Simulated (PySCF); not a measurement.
# H2O3Si2: relaxation and vibrations and intensities, part 2 of 2

The task, for H2O3Si2: 2 runs in a chain (relaxation and vibrations and intensities).

PySCF 2.14.0; relaxation, b3lyp, def2-tzvp, and further levels as typed in the inputs.

**3. Vibrations and intensities: vibrations and intensities, b3lyp, def2-tzvp**

It takes the final geometry of step 2.

The input, run.py:

```python
from pyscf import gto, dft
from pyscf.hessian import thermo
import numpy as np
mol = gto.M(atom="mol.xyz", basis="def2-tzvp", charge=1, spin=1, verbose=4)
mf = dft.UKS(mol, xc="b3lyp").density_fit().run(conv_tol=1e-9)
mol.verbose = 0; x = mol.atom_coords(); n = x.size; h = np.zeros((n, n + 3))
def point(d):
    m = mol.set_geom_(x + d.reshape(-1, 3), unit="Bohr", inplace=False); s = dft.UKS(m, xc="b3lyp").density_fit()
    s.grids.level = 4
    s.run(mf.make_rdm1(), conv_tol=1e-10); g = s.nuc_grad_method(); g.grid_response = True
    return np.append(g.kernel(), s.dip_moment(unit="AU", verbose=0))
for k in range(n): d = np.zeros(n); d[k] = 0.01; h[k] = (point(d) - point(-d)) / 0.02
H = (h[:, :n] + h[:, :n].T) / 2
f = thermo.harmonic_analysis(mol, H.reshape(mol.natm, 3, mol.natm, 3).transpose(0, 2, 1, 3))
print("harmonic vibrations: frequency (1/cm), infrared intensity (km/mol)")
for w, q in zip(f["freq_wavenumber"], f["norm_mode"]): t = q.ravel() @ h[:, n:]; print(f"  {w.real - w.imag:9.2f} {974.88 * t @ t:9.2f}")
```

Launch:

```bash
> python run.py
```

What it wrote:

```text
[INPUT] num. atoms = 7
[INPUT] num. electrons = 53
[INPUT] charge = 1
[INPUT] spin (= nelec alpha-beta = 2S) = 1
[INPUT] symmetry False subgroup None
[INPUT] Mole.unit = angstrom
[INPUT] Symbol           X                Y                Z      unit          X                Y                Z       unit  Magmom
[INPUT]  1 Si    -0.003693590000   0.080168410000  -0.263505660000 AA   -0.006979873516   0.151496338742  -0.497953529673 Bohr   0.0
[INPUT]  2 O      1.732619250000   0.009057770000  -0.083571960000 AA    3.274175860649   0.017116704599  -0.157928116093 Bohr   0.0
[INPUT]  3 Si     3.259093570000  -0.183373250000   0.088569040000 AA    6.158794261631  -0.346525221071   0.167371228716 Bohr   0.0
[INPUT]  4 O     -0.445013210000   1.385369030000   0.586032850000 AA   -0.840953088714   2.617968048154   1.107441586498 Bohr   0.0
[INPUT]  5 O     -0.356734710000  -1.339554190000   0.428336850000 AA   -0.674130901026  -2.531390548114   0.809439335559 Bohr   0.0
[INPUT]  6 H     -0.884432570000   2.148423840000   0.196331940000 AA   -1.671335332945   4.059932657086   0.371013596105 Bohr   0.0
[INPUT]  7 H     -1.263075870000  -1.632448710000   0.576597210000 AA   -2.386867468847  -3.084880974300   1.089610811088 Bohr   0.0

nuclear repulsion = 269.109707215122
number of shells = 67
number of NR pGTOs = 280
number of NR cGTOs = 179
basis = def2-tzvp
ecp = {}

******** <class 'pyscf.df.df_jk.DFUKS'> ********
method = DFUKS
initial guess = minao
damping factor = 0
level_shift factor = 0
DIIS = <class 'pyscf.scf.diis.CDIIS'>
diis_start_cycle = 1
diis_space = 8
diis_damp = 0
SCF conv_tol = 1e-09
SCF conv_tol_grad = None
SCF max_cycles = 50
direct_scf = False
number electrons alpha = 27  beta = 26
XC library pyscf.dft.libxc version 7.0.0
    S. Lehtola, C. Steigemann, M. J.T. Oliveira, and M. A.L. Marques.,  SoftwareX 7, 1–5 (2018)
XC functionals = b3lyp
    P. J. Stephens, F. J. Devlin, C. F. Chabalowski, and M. J. Frisch.,  J. Phys. Chem. 98, 11623 (1994)
radial grids:
    Treutler-Ahlrichs [JCP 102, 346 (1995); DOI:10.1063/1.469408] (M4) radial grids

becke partition: Becke, JCP 88, 2547 (1988); DOI:10.1063/1.454033
pruning grids: <function nwchem_prune at 0xe9c4e16dc180>
grids dens level: 3
symmetrized grids: False
atomic radii adjust function: <function treutler_atomic_radii_adjust at 0xe9c4e16dc860>
small_rho_cutoff = 0
Set gradient conv threshold to 3.16228e-05
tot grids = 100224
******** <class 'pyscf.df.df.DF'> ********
auxbasis = def2-tzvp-jkfit
init E= -806.602757317869
[... the frontier-level lines of each cycle are left out ...]


cycle= 1 E= -805.541930198146  delta_E= 1.06  |g|= 0.946  |ddm|= 1.69
cycle= 2 E= -803.406823317796  delta_E= 2.14  |g|=  2.3  |ddm|= 1.75
cycle= 3 E= -805.839460279261  delta_E= -2.43  |g|= 0.187  |ddm|= 1.41
cycle= 4 E= -805.852140546347  delta_E= -0.0127  |g|= 0.179  |ddm|= 0.369
cycle= 5 E= -805.863619175884  delta_E= -0.0115  |g|= 0.0581  |ddm|= 0.117
cycle= 6 E= -805.864835533146  delta_E= -0.00122  |g|= 0.0122  |ddm|= 0.0461
cycle= 7 E= -805.864901804749  delta_E= -6.63e-05  |g|= 0.00254  |ddm|= 0.00969
cycle= 8 E= -805.864904082538  delta_E= -2.28e-06  |g|= 0.00227  |ddm|= 0.00339
cycle= 9 E= -805.864905983331  delta_E= -1.9e-06  |g|= 0.000588  |ddm|= 0.00149
cycle= 10 E= -805.864906179248  delta_E= -1.96e-07  |g|= 0.000136  |ddm|= 0.000528
cycle= 11 E= -805.864906207807  delta_E= -2.86e-08  |g|= 5.38e-05  |ddm|= 0.000306
cycle= 12 E= -805.864906211203  delta_E= -3.4e-09  |g|= 1.85e-05  |ddm|= 8.83e-05
cycle= 13 E= -805.864906211993  delta_E= -7.9e-10  |g|= 1.3e-05  |ddm|= 5.14e-05
Extra cycle  E= -805.864906212039  delta_E= -4.62e-11  |g|= 2.24e-05  |ddm|= 3.61e-05
converged SCF energy = -805.864906212039  <S^2> = 0.75192598  2S+1 = 2.0019251
harmonic vibrations: frequency (1/cm), infrared intensity (km/mol)
      57.56     17.59
     100.92     43.19
     132.56     67.44
     256.62    100.52
     315.92      6.12
     327.88     36.89
     373.47     18.48
     478.71     42.85
     738.38    272.93
     764.00    167.10
     885.97     78.90
    1006.80    105.68
    1172.75    315.87
    3832.14    250.38
    3846.90    256.59
```

It took 13 min on 8 threads of Arm Neoverse N1, shared host.

Harmonic frequencies from the force constants, with isotope-averaged masses (PySCF's default) and rigid motions projected out (i: imaginary):

| mode | cm⁻¹ | IR (km/mol) |
| --- | --- | --- |
| 1 | 58 | 17.6 |
| 2 | 101 | 43.2 |
| 3 | 133 | 67.4 |
| 4 | 257 | 100.5 |
| 5 | 316 | 6.1 |
| 6 | 328 | 36.9 |
| 7 | 373 | 18.5 |
| 8 | 479 | 42.9 |
| 9 | 738 | 272.9 |
| 10 | 764 | 167.1 |
| 11 | 886 | 78.9 |
| 12 | 1007 | 105.7 |
| 13 | 1173 | 315.9 |
| 14 | 3832 | 250.4 |
| 15 | 3847 | 256.6 |

**4. Summary of results**

What follows sums up all 2 parts.

| quantity | value |
| --- | --- |
| harmonic frequencies (step 3) | 58 to 3847 cm⁻¹ |
| zero-point energy (step 3) | 0.886 eV |

What this shows: In step 3 all modes are real: a minimum.
